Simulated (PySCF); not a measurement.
# A gas-phase reaction: GeH5NO → GeH3O + H2N

What reaction energy should one expect for `[NH2][GeH2][OH]` → `[OH][GeH2]` + `[NH2]`?

Programs: PySCF 2.14.0. All values are calculated, for the isolated system unless a continuum is named. Atoms count from 0, parts from 1.

## 1. Starting point

Each species was relaxed by itself at PBE0-D3(BJ)/def2-SVPD.

## 2. Reaction energy: wB97M-D3(BJ)/def2-TZVPD

Job settings and geometry (Å):

```
{"job": {"kind": "react", "xc": "wB97M-D3(BJ)", "basis": "def2-TZVPD"}, "charge": 0, "multiplicity": 1}
-1 GeH5NO charge 0 multiplicity 1
N      1.048900    -0.580670    -0.477480
Ge    -0.273350     0.499840     0.166940
O     -1.790160    -0.448780     0.225510
H      1.971520    -0.507450    -0.069130
H      1.100570    -0.771300    -1.469670
H      0.177940     0.923970     1.575280
H     -0.664120     1.674510    -0.739830
H     -1.669730    -1.318120     0.618990

+1 GeH3O charge 0 multiplicity 2
O     -0.470070    -0.340300     1.053300
Ge    -0.080770     0.464430    -0.506080
H      0.112150    -0.103960     1.781080
H      1.429670     0.252740    -0.814150
H     -0.991000    -0.272910    -1.514150

+1 H2N charge 0 multiplicity 2
N      0.044350     0.328470     0.068020
H      0.839220    -0.325430     0.080890
H     -0.773160    -0.297030     0.067440
```

With the program's defaults for keys left out, this is: wB97M-D3(BJ)/def2-TZVPD reaction energy of separated species, gas phase.

Command:

```sh
$ OMP_NUM_THREADS=1 python cluster_run.py task.json out
```

The driver reads the jobs from task.json and runs them one after another.

Log:

```text
species 1 (GeH5NO)
coarse grid: 30080 points
cycle   1  E = -2209.9891284171  dE = -5.097e-01  |g| = 9.477e-01  |ddm| = 2.135e+00
cycle   2  E = -2209.9478531060  dE =  4.128e-02  |g| = 1.128e+00  |ddm| = 1.147e+00
cycle   3  E = -2210.1226737849  dE = -1.748e-01  |g| = 7.079e-02  |ddm| = 5.898e-01
cycle   4  E = -2210.1233479487  dE = -6.742e-04  |g| = 4.232e-02  |ddm| = 6.097e-02
cycle   5  E = -2210.1236358696  dE = -2.879e-04  |g| = 5.412e-03  |ddm| = 2.755e-02
cycle   6  E = -2210.1236455940  dE = -9.724e-06  |g| = 1.467e-03  |ddm| = 9.265e-03
final grid: 62104 points
cycle   7  E = -2210.1235728437  dE = -5.066e-07  |g| = 1.340e-03  |ddm| = 4.291e-03
cycle   8  E = -2210.1235728617  dE = -1.800e-08  |g| = 1.367e-03  |ddm| = 1.468e-03
cycle   9  E = -2210.1235732013  dE = -3.395e-07  |g| = 9.705e-05  |ddm| = 7.633e-04
cycle  10  E = -2210.1235732054  dE = -4.195e-09  |g| = 6.957e-05  |ddm| = 2.509e-04
cycle  11  E = -2210.1235732067  dE = -1.250e-09  |g| = 1.033e-05  |ddm| = 1.397e-04
cycle  12  E = -2210.1235732067  dE = -3.274e-11  |g| = 4.255e-06  |ddm| = 1.563e-05
converged SCF energy = -2210.1235732067

species 2 (GeH3O)
coarse grid: 20016 points
cycle   1  E = -2153.9503940009  dE = -6.353e-01  |g| = 6.288e-01  |ddm| = 1.211e+00
cycle   2  E = -2153.8716430457  dE =  7.875e-02  |g| = 8.180e-01  |ddm| = 7.163e-01
cycle   3  E = -2154.0666435998  dE = -1.950e-01  |g| = 6.118e-02  |ddm| = 3.834e-01
cycle   4  E = -2154.0678313746  dE = -1.188e-03  |g| = 2.939e-02  |ddm| = 5.291e-02
cycle   5  E = -2154.0681374643  dE = -3.061e-04  |g| = 4.699e-03  |ddm| = 2.535e-02
cycle   6  E = -2154.0681809730  dE = -4.351e-05  |g| = 1.655e-03  |ddm| = 1.297e-02
cycle   7  E = -2154.0681903110  dE = -9.338e-06  |g| = 6.529e-04  |ddm| = 6.837e-03
final grid: 40368 points
cycle   8  E = -2154.0681076772  dE = -1.079e-06  |g| = 4.154e-04  |ddm| = 2.140e-03
cycle   9  E = -2154.0681080218  dE = -3.446e-07  |g| = 3.728e-04  |ddm| = 9.949e-04
cycle  10  E = -2154.0681081263  dE = -1.045e-07  |g| = 1.740e-04  |ddm| = 3.512e-04
cycle  11  E = -2154.0681082395  dE = -1.132e-07  |g| = 3.665e-05  |ddm| = 9.524e-04
cycle  12  E = -2154.0681082403  dE = -8.063e-10  |g| = 1.261e-05  |ddm| = 5.617e-05
converged SCF energy = -2154.0681082403

species 3 (H2N)
coarse grid: 10064 points
cycle   1  E = -55.9006687186  dE = -2.282e-01  |g| = 1.379e-01  |ddm| = 7.120e-01
cycle   2  E = -55.9105262735  dE = -9.858e-03  |g| = 4.849e-02  |ddm| = 1.192e-01
cycle   3  E = -55.9113782877  dE = -8.520e-04  |g| = 1.754e-02  |ddm| = 2.912e-02
cycle   4  E = -55.9115257373  dE = -1.474e-04  |g| = 5.962e-03  |ddm| = 1.564e-02
cycle   5  E = -55.9115554203  dE = -2.968e-05  |g| = 1.379e-03  |ddm| = 6.947e-03
cycle   6  E = -55.9115587307  dE = -3.310e-06  |g| = 2.485e-04  |ddm| = 3.303e-03
final grid: 21736 points
cycle   7  E = -55.9115619578  dE = -9.622e-08  |g| = 1.343e-04  |ddm| = 3.186e-04
cycle   8  E = -55.9115619821  dE = -2.426e-08  |g| = 7.598e-05  |ddm| = 1.524e-04
cycle   9  E = -55.9115619887  dE = -6.606e-09  |g| = 4.776e-05  |ddm| = 8.417e-05
cycle  10  E = -55.9115619916  dE = -2.913e-09  |g| = 2.425e-06  |ddm| = 8.208e-05
cycle  11  E = -55.9115619916  dE = -9.486e-12  |g| = 3.995e-07  |ddm| = 5.164e-06
converged SCF energy = -55.9115619916

Reaction energy = 91.716 kcal/mol
```

Run time: 37 s. Hardware: 1 thread of Arm Neoverse N1, shared host; peak memory 0.64 GiB.

Species by species (with the dispersion term, which the log's SCF energies lack):

| ν | species | energy (Eh) | HOMO (eV) |
| --- | --- | --- | --- |
| -1 | [NH2][GeH2][OH] | -2210.12965 | -10.00 |
| +1 | [OH][GeH2] | -2154.07098 | -8.24 |
| +1 | [NH2] | -55.91251 | -11.31 |

## 3. Energies of the species: PBE0-D3(BJ)/def2-TZVPD

Settings changed since step 2:

```diff
@@ -1,2 +1,2 @@
-{"job": {"kind": "react", "xc": "wB97M-D3(BJ)", "basis": "def2-TZVPD"}, "charge": 0, "multiplicity": 1}
+{"job": {"kind": "react", "xc": "PBE0", "basis": "def2-TZVPD", "disp": "d3bj"}, "charge": 0, "multiplicity": 1}
 -1 GeH5NO charge 0 multiplicity 1
```

Method: PBE0-D3(BJ)/def2-TZVPD reaction energy of separated species, gas phase.

Log:

```text
species 1 (GeH5NO)
coarse grid: 30080 points
cycle   1  E = -2209.5136957018  dE = -4.292e-01  |g| = 1.044e+00  |ddm| = 2.150e+00
cycle   2  E = -2209.1854908577  dE =  3.282e-01  |g| = 1.699e+00  |ddm| = 1.534e+00
cycle   3  E = -2209.6636365945  dE = -4.781e-01  |g| = 2.037e-01  |ddm| = 1.042e+00
cycle   4  E = -2209.6699005476  dE = -6.264e-03  |g| = 6.233e-02  |ddm| = 1.381e-01
cycle   5  E = -2209.6704167604  dE = -5.162e-04  |g| = 2.202e-02  |ddm| = 4.343e-02
cycle   6  E = -2209.6705128854  dE = -9.612e-05  |g| = 4.693e-03  |ddm| = 1.418e-02
cycle   7  E = -2209.6705169356  dE = -4.050e-06  |g| = 7.788e-04  |ddm| = 3.284e-03
final grid: 62104 points
cycle   8  E = -2209.6705242529  dE =  1.764e-08  |g| = 1.075e-03  |ddm| = 2.478e-03
cycle   9  E = -2209.6705239750  dE =  2.780e-07  |g| = 1.688e-03  |ddm| = 1.501e-03
cycle  10  E = -2209.6705244393  dE = -4.643e-07  |g| = 1.747e-04  |ddm| = 9.048e-04
cycle  11  E = -2209.6705244440  dE = -4.697e-09  |g| = 2.536e-05  |ddm| = 1.101e-04
cycle  12  E = -2209.6705244441  dE = -8.959e-11  |g| = 3.404e-06  |ddm| = 1.737e-05
converged SCF energy = -2209.6705244441

species 2 (GeH3O)
coarse grid: 20016 points
cycle   1  E = -2153.5578455355  dE = -5.297e-01  |g| = 6.873e-01  |ddm| = 1.224e+00
cycle   2  E = -2152.9781204406  dE =  5.797e-01  |g| = 1.364e+00  |ddm| = 1.003e+00
cycle   3  E = -2153.6779282985  dE = -6.998e-01  |g| = 1.982e-01  |ddm| = 7.661e-01
cycle   4  E = -2153.6914766875  dE = -1.355e-02  |g| = 5.029e-02  |ddm| = 1.383e-01
cycle   5  E = -2153.6919945739  dE = -5.179e-04  |g| = 9.517e-03  |ddm| = 4.335e-02
cycle   6  E = -2153.6920500603  dE = -5.549e-05  |g| = 2.271e-03  |ddm| = 1.117e-02
cycle   7  E = -2153.6920545831  dE = -4.523e-06  |g| = 7.215e-04  |ddm| = 4.224e-03
final grid: 40368 points
cycle   8  E = -2153.6920443018  dE = -1.724e-07  |g| = 9.924e-04  |ddm| = 1.755e-03
cycle   9  E = -2153.6920434977  dE =  8.042e-07  |g| = 1.842e-03  |ddm| = 1.450e-03
cycle  10  E = -2153.6920447339  dE = -1.236e-06  |g| = 1.063e-04  |ddm| = 8.951e-04
cycle  11  E = -2153.6920447411  dE = -7.229e-09  |g| = 5.445e-05  |ddm| = 1.273e-04
cycle  12  E = -2153.6920447436  dE = -2.555e-09  |g| = 2.217e-05  |ddm| = 1.021e-04
cycle  13  E = -2153.6920447440  dE = -3.361e-10  |g| = 2.578e-06  |ddm| = 4.094e-05
converged SCF energy = -2153.6920447440

species 3 (H2N)
coarse grid: 2304 points
cycle   1  E = -55.8308238177  dE = -1.605e-01  |g| = 1.366e-01  |ddm| = 7.161e-01
cycle   2  E = -55.8356540859  dE = -4.830e-03  |g| = 1.032e-01  |ddm| = 1.569e-01
cycle   3  E = -55.8401264310  dE = -4.472e-03  |g| = 3.243e-02  |ddm| = 7.603e-02
cycle   4  E = -55.8405744390  dE = -4.480e-04  |g| = 4.919e-03  |ddm| = 2.097e-02
cycle   5  E = -55.8405914247  dE = -1.699e-05  |g| = 9.919e-04  |ddm| = 4.461e-03
cycle   6  E = -55.8405927469  dE = -1.322e-06  |g| = 2.570e-04  |ddm| = 1.535e-03
final grid: 21736 points
cycle   7  E = -55.8363733483  dE = -1.120e-05  |g| = 2.615e-03  |ddm| = 7.923e-03
cycle   8  E = -55.8363724063  dE =  9.420e-07  |g| = 3.027e-03  |ddm| = 3.154e-03
cycle   9  E = -55.8363763003  dE = -3.894e-06  |g| = 1.163e-04  |ddm| = 1.788e-03
cycle  10  E = -55.8363763126  dE = -1.236e-08  |g| = 4.463e-05  |ddm| = 1.063e-04
cycle  11  E = -55.8363763155  dE = -2.893e-09  |g| = 1.065e-05  |ddm| = 7.168e-05
cycle  12  E = -55.8363763157  dE = -1.932e-10  |g| = 9.667e-07  |ddm| = 2.351e-05
converged SCF energy = -55.8363763157

Reaction energy = 90.186 kcal/mol
```

Wall time 20 s (1 thread of Arm Neoverse N1, shared host); peak memory 0.61 GiB.

Reaction energy at this level: 90.19 kcal/mol.

## 4. Side by side

Energies in kcal/mol, with wall time:

| run | reaction | time |
| --- | --- | --- |
| wB97M-D3(BJ)/def2-TZVPD | 91.72 | 37 s |
| PBE0-D3(BJ)/def2-TZVPD | 90.19 | 20 s |

## 5. Results

| quantity | value |
| --- | --- |
| reaction energy (wB97M-D3(BJ)/def2-TZVPD) | 91.72 kcal/mol |
| ΔH, ΔG at 298 K (xTB thermal terms) | +86.5, +74.9 kcal/mol |
| range of the reaction energy over the runs of this table | 90.19 to 91.72 kcal/mol |

What this shows: The reaction is endothermic by 86.5 kcal/mol in the gas phase; dispersion gives +1.42, and xTB itself gave 111.9 for the electronic energy (xTB energies and thermal terms come from the earlier relaxation of each species, not shown). No barrier was sought. xTB and this level differ widely in the electronic energy, so what comes from xTB (the thermal terms above all) is less safe here. The reaction energy runs from 90.19 (PBE0-D3(BJ)/def2-TZVPD) to 91.72 kcal/mol (wB97M-D3(BJ)/def2-TZVPD).
